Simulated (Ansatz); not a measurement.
# Au: pressure up to the limit of the methods

The task here is to estimate one member of a computed series from the others.

Computed with Ansatz 0.2.0 (DFT PBEsol, with the methods named in each step, unless a step's input says otherwise).

### The structure to begin with

The structure is cubic, space group Fm-3m (No. 225). Conventional cell: a = 4.081 Å, b = 4.081 Å, c = 4.081 Å, α = 90.00°, β = 90.00°, γ = 90.00°. Au (site symmetry m-3m) has 12 Au at 2.89 Å in its first shell of neighbours.

As a file:

```cif
data_structure
_symmetry_space_group_name_H-M 'Fm-3m'
_symmetry_Int_Tables_number 225
_cell_length_a 4.0813
_cell_length_b 4.0813
_cell_length_c 4.0813
_cell_angle_alpha 90.000
_cell_angle_beta 90.000
_cell_angle_gamma 90.000
_cell_volume 67.98
loop_
_atom_site_label
_atom_site_type_symbol
_atom_site_symmetry_multiplicity
_atom_site_Wyckoff_symbol
_atom_site_fract_x
_atom_site_fract_y
_atom_site_fract_z
_atom_site_occupancy
Au1 Au 4 a 0.00000 0.00000 0.00000 1
```

The file gives the conventional cell by its symmetry; the runs use the cell typed in the input.

Whether this phase is the stable one at these pressures isn't tested.

The first run:

Contents of input.yaml:

```yaml
crystal:
  lattice:
    - [0.0, 2.0406274502, 2.0406274502]
    - [2.0406274502, 0.0, 2.0406274502]
    - [2.0406274502, 2.0406274502, 0.0]
  atoms:
    - { symbol: Au, position: [0.0, 0.0, 0.0] }
kpoints:
  mp_grid: { grid: [16, 16, 16] }
scf:
  occupations: { method: fermi_dirac, width: 0.05 }
hamiltonian:
  xc: pbesol
  pseudopotentials: { kind: paw }
output:
  forces: true
  stress: true
relax:
  f_tol: 0.005
  max_steps: 40
  cell: {}
```

Run with:

```sh
> ansatz run input.yaml --threads 1 --pin off --max-ram 2048MiB --backend cpu --events-out ev --progress --plain --runs-dir out
```

Among the steps run: Cell relaxed at zero pressure, PAW; Volume scaled by 1, PAW; Volume scaled by 1, PAW (source ansatz); Volume scaled by 0.9, PAW; Volume scaled by 0.8, PAW; Volume scaled by 0.7, PAW; Volume scaled by 0.6, PAW; Volume scaled by 0.5, PAW; Volume scaled by 0.4, PAW; Volume scaled by 0.4, PAW (level accurate).

One of the session's tables, all rows but one given; the rest of the session is left out.

```
              method  volume over the first  volume (Å³/atom)  pressure (GPa)
                 PAW                      1            17.020            0.00
                 PAW                    0.9            15.318           25.06
                 PAW                    0.8            13.616           73.60
                 PAW                    0.7                 ?               ?
                 PAW                    0.6            10.212          363.31
                 PAW                    0.5             8.510          786.18
                 PAW                    0.4             6.808         1798.95
PAW (level accurate)                    0.4             6.808         1808.23
 PAW (source ansatz)                      1            17.020            0.05
```

Estimate the missing values for PAW, 0.7.

The run gave: volume (Å³/atom): 11.914; pressure (GPa): 168.72. In the column «volume (Å³/atom)» it lies between PAW, 0.6 (10.212) and PAW, 0.8 (13.616).

Caveats from the session: At pressures up to 1808 GPa the PAW spheres may overlap and frozen cores may not hold, so those PAW values are rough without an all-electron check.
